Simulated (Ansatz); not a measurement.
# CH4OSn, SMILES [CH3][Sn][OH]: an atomisation energy

Computed with the Python package of Ansatz (0.2.0).

Notebook, run cell by cell (the value of a cell's last expression is shown):

In [1]:
```python
from collections import Counter

import ansatz as az
from ase import Atoms


def single_point(molecule, charge=0, unpaired=0):
    calc = (
        molecule.calculation()
        .basis(gaussian="def2-SVP")
        .correlation("ccsd_t")
    )
    if charge:
        calc = calc.charge(charge)
    if unpaired:
        calc = calc.spin("collinear", total=unpaired)
    return calc.run().report["free_energy_ev"]
```

In [2]:
```python
atoms = Atoms(["C", "Sn", "O", "H", "H", "H", "H"], positions=[
    (-0.8544, 0.472, -0.2408),
    (1.1688, 0.2471, -0.7195),
    (1.834, -1.3235, 0.2481),
    (-1.3946, -0.377, -0.5595),
    (-1.2923, 1.3922, -0.8168),
    (-1.0184, 0.6922, 0.8379),
    (1.6182, -1.171, 1.2049),
])
molecule = az.Crystal.molecule_from_ase(atoms)

unpaired = {"C": 2, "Sn": 2, "O": 2, "H": 1}
counts = Counter(site.symbol for site in molecule.cartesian_sites)
atom_energy = {s: single_point(az.Crystal.molecule().atom(s, (0, 0, 0)), 0, unpaired[s]) for s in counts}
whole = single_point(molecule, 0, 0)
for s, e in atom_energy.items():
    print(f"{s:2s} x{counts[s]}  {e:14.5f} eV")
print(f"CH4OSn: {whole:.5f} eV")
split = sum(counts[s] * e for s, e in atom_energy.items()) - whole
print(f"atomisation energy (no zero-point term): {96.485332 * split:.1f} kJ/mol, {split / sum(counts.values()):.3f} eV an atom")
```
```text
C  x1     -1026.28847 eV
Sn x1     -5807.13565 eV
O  x1     -2036.43128 eV
H  x4       -13.58606 eV
CH4OSn: -8946.36963 eV
atomisation energy (no zero-point term): 2139.1 kJ/mol, 3.167 eV an atom
```

2139.1 kJ/mol from the electronic energies, without the zero-point term.

Reading the output:
- Total energies depend on the basis set; only differences at equal settings carry meaning.
- The geometry is a force-field or estimated start, not a minimum of this method, and the basis set is short of its limit. All parts are taken at fixed geometry, without zero-point energy.
- def2 sets replace the cores of elements past krypton by effective core potentials.
- In double-zeta sets correlated atomisation energies come out some 10 to 15 % low.
- The spin-orbit lowering of heavy atoms is left out.
- It ran for 5.6 s on 1 thread of Arm Neoverse V2 (shared host), peak memory 0.3 GiB.
